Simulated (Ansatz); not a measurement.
**BrH3O3Sn: up Jacob's ladder to CCSD(T)**

Aim: compute BrH3O3Sn with functionals from several rungs and with coupled cluster. The yardstick is the atomisation energy at the CCSD(T) limit.

Method: functionals in def2-TZVPP, the program's frozen cores in correlated methods; program: Ansatz 0.2.0, Gaussian basis.

Plan: LDA (SPW92), PBE-D4, revPBE-D4, BLYP-D4, r2SCAN-D4, B97M-V, PBE0-D4, B3LYP-D4, r2SCANh-D4, r2SCAN0-D4, HSE06-D4, BHLYP-D4, CAM-B3LYP-D4, LC-ωPBE, ωB97X-V, ωB97M-V, B2PLYP, PBE-QIDH; CCSD(T)/def2-SVP; CCSD(T)/def2-TZVPP; MP2/def2-QZVPP; extrapolation to the limit; RPA on PBE.

### 1 The relaxed structure

An earlier PBE0-D4 in a triple-zeta def2 set relaxation fixed the geometry. Sn takes the def2 core potential; no spin-orbit term is included.

8 atoms, charge 0, spin multiplicity 1.

Atoms are counted from 1 here; the program's logs count them from 0.

Bond lengths: O1–Sn2 1.942 Å, O1–H6 0.961 Å, Sn2–O3 1.941 Å, Sn2–O4 1.935 Å, Sn2–Br5 2.452 Å, O3–H7 0.962 Å, O4–H8 0.962 Å. Angles: Sn2–O1–H6 112.8°, O1–Sn2–O3 107.8°, O1–Sn2–O4 112.6°, O1–Sn2–Br5 108.0°, O3–Sn2–O4 105.1°, O3–Sn2–Br5 114.2°, O4–Sn2–Br5 109.3°, Sn2–O3–H7 112.9°, Sn2–O4–H8 111.3°.

### 2 LDA

This LDA is Slater exchange with PW92 correlation.

in.yaml reads:

```yaml
crystal:
  periodic: [false, false, false]
  atoms:
    - {symbol: O, position_ang: [-0.766060, 1.055065, 1.264289]}
    - {symbol: Sn, position_ang: [-0.051245, 0.046632, -0.233550]}
    - {symbol: O, position_ang: [1.700558, -0.613152, 0.277872]}
    - {symbol: O, position_ang: [-1.091535, -1.536903, -0.627546]}
    - {symbol: Br, position_ang: [-0.036532, 1.516080, -2.196443]}
    - {symbol: H, position_ang: [-1.215495, 1.859804, 0.990847]}
    - {symbol: H, position_ang: [2.141989, -0.046303, 0.916887]}
    - {symbol: H, position_ang: [-0.589482, -2.338222, -0.448155]}
basis:
  gaussian: {orbitals: def2-TZVPP}
hamiltonian: {xc: lda}
output: {orbitals: {seedname: orbitals}}
```

The run is started by

```
ansatz run in.yaml --threads 4 --pin off --events-out ev --progress --plain --max-ram 10444MiB
```

The runs that follow: PBE-D4 (GGA); revPBE-D4 (GGA); BLYP-D4 (GGA); r2SCAN-D4 (meta-GGA); B97M-V (meta-GGA); PBE0-D4 (hybrid); B3LYP-D4 (hybrid); r2SCANh-D4 (hybrid); r2SCAN0-D4 (hybrid); HSE06-D4 (hybrid); BHLYP-D4 (hybrid); CAM-B3LYP-D4 (range-separated); LC-ωPBE (range-separated); ωB97X-V (range-separated); ωB97M-V (range-separated); B2PLYP (double hybrid); PBE-QIDH (double hybrid); CCSD(T) in def2-SVP; CCSD(T) in def2-TZVPP; MP2 in def2-QZVPP; RPA on PBE orbitals.

**Question.** What will the summary of the whole plan be? Wanted: atomisation energy, CCSD(T)/CBS; farthest beyond LDA; mean size of error, GGA; mean size of error, meta-GGA; mean size of error, hybrid; mean size of error, range-separated; mean size of error, double hybrid; gap, smallest and largest; T1 diagnostic.

**Answer**, as computed:

| quantity | value |
| --- | --- |
| atomisation energy, CCSD(T)/CBS | 2710.5 kJ/mol |
| functionals within 27.1 kJ/mol (1.0 %) | PBE-D4 |
| farthest beyond LDA | BHLYP-D4 (-234.7 kJ/mol) |
| mean size of error, GGA | 53.6 kJ/mol |
| mean size of error, meta-GGA | 48.7 kJ/mol |
| mean size of error, hybrid | 127.8 kJ/mol |
| mean size of error, range-separated | 66.6 kJ/mol |
| mean size of error, double hybrid | 106.7 kJ/mol |
| gap, smallest and largest | 4.24 eV (LDA (SPW92)), 11.83 eV (LC-ωPBE) |
| T1 diagnostic | 0.0127 |
| triples share of the correlation energy | 3.4 % |

What this shows: LDA overbinds by 439.0 kJ/mol (16 %). PBE-D4 is off by +7.8 kJ/mol. Double hybrids carry the basis error of their MP2 part in triple zeta, and no dispersion term here, so their miss is partly the set-up's. Taken by rung, meta-GGA functionals do best (48.7 kJ/mol on average) and hybrid ones worst beyond LDA (127.8 kJ/mol). The gap between the best rungs is small, so their order is not settled. The mean of the hybrids holds BHLYP, with half exact exchange. Misses under about 27.1 kJ/mol are within the doubt on the reference itself, which lacks core-valence correlation, spin-orbit coupling and higher excitations, and its outer-core shells are covered unevenly. All levels share the lack of spin-orbit coupling, which lowers the free heavy atoms and so the true binding. Hartree-Fock recovers 62 % of the binding; the rest is correlation. CCSD(T) in def2-SVP is off by -323.5 kJ/mol, so the small basis spoils what the method gains. The gap grows from 4.2 to 11.8 eV across the functionals, mostly with the share of exact exchange. Correlated methods include outer-core shells of Br, Sn, which these sets cover unevenly.
